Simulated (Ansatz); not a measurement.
Working through cell relaxations under several functionals of Yb₃TlC, space group Pm-3m

With the Ansatz DFT code, driven from Python.

At the Python prompt:
```pycon
>>> import warnings
>>> import ansatz as az
>>> import numpy as np
>>> def edges_and_angles(cell):
...     cell = np.asarray(cell)
...     a, b, c = np.linalg.norm(cell, axis=1)
...     cosines = cell[1] @ cell[2] / (b * c), cell[0] @ cell[2] / (a * c), cell[0] @ cell[1] / (a * b)
...     return (a, b, c, *np.degrees(np.arccos(cosines)))
...
>>> warnings.simplefilter("ignore", az.DeckWarning)
>>> lattice = az.Lattice.of(
...     [5.962849, 0.0, 0.0],
...     [0.0, 5.962849, 0.0],
...     [0.0, 0.0, 5.962849],
... )
>>> sites = [
...     ("Yb", [0.0, 0.5, 0.5]),
...     ("Yb", [0.5, 0.5, 0.0]),
...     ("Yb", [0.5, 0.0, 0.5]),
...     ("Tl", [0.5, 0.5, 0.5]),
...     ("C", [0.0, 0.0, 0.0]),
... ]
>>> cell = az.Crystal(lattice=lattice)
>>> for symbol, position in sites:
...     cell = cell.atom(symbol, position)
...
>>> [site.symbol for site in cell.resolved().sites]
['Yb', 'Yb', 'Yb', 'Tl', 'C']
>>> base = (
...     cell.calculation()
...     .occupations(az.OccupationsMethod.FERMI_DIRAC, width=0.1)
...     .kpoints(spacing=0.32)
...     .relax(cell=True, force_tolerance=0.03)
... )
>>> levels = [("lda", "none"), ("pbe", "none"), ("r2scan", "rvv10")]
>>> print("level            a       b       c    alpha   beta  gamma  V/atom  steps")
level            a       b       c    alpha   beta  gamma  V/atom  steps
>>> for name, dispersion in levels:
...     seen = []
...     run = base.functional(name, dispersion=dispersion).session().plan()
...     out = run.execute(on_event=lambda e: seen.append(e) if e["event"] == "relax_step" else None)
...     cell = out.lattice.cell_ang
...     label = name if dispersion == "none" else f"{name}+{dispersion}"
...     print("{:13s} {:7.4f} {:7.4f} {:7.4f} {:6.2f} {:6.2f} {:6.2f}".format(label, *edges_and_angles(cell)), f"{abs(np.linalg.det(cell)) / len(out.lattice.sites):7.3f} {len(seen):5d}")
...
lda            5.5918  5.5918  5.5918  90.00  90.00  90.00  34.969     8
pbe            5.8053  5.8053  5.8053  90.00  90.00  90.00  39.129     5
r2scan+rvv10   5.6904  5.6904  5.6904  90.00  90.00  90.00  36.852     5
```

From smallest to largest: LDA (34.97 Å³ an atom, -17.5 % against the start), r2SCAN+RVV10 (36.85 Å³ an atom, -13.1 % against the start) and PBE (39.13 Å³ an atom, -7.7 % against the start). The spread is 11.9 % in volume.

Notes:
- Semilocal functionals put the nearly full 4f shell of Yb too close to the Fermi level.
- Forces vanish by symmetry, so the ions can't move, and the end may be a saddle.
- Dispersion corrections can be off by several per cent in the lattices of metals, and by several GPa in the pressure at a fixed cell.
- For a metal this k-point mesh is coarse: on a finer one energies can move by several to tens of meV an atom and pressures by half a GPa or more, differences at one mesh by less.
- Spin-orbit coupling, which matters for elements this heavy, is left out.
- This cell is a computed structure, which may not be the phase found in nature.
- Hardware and time: 2.6 min on 1 thread of Intel(R) Xeon(R) 6975P-C (Granite Rapids), with other jobs on the host, peak memory 1.3 GiB.
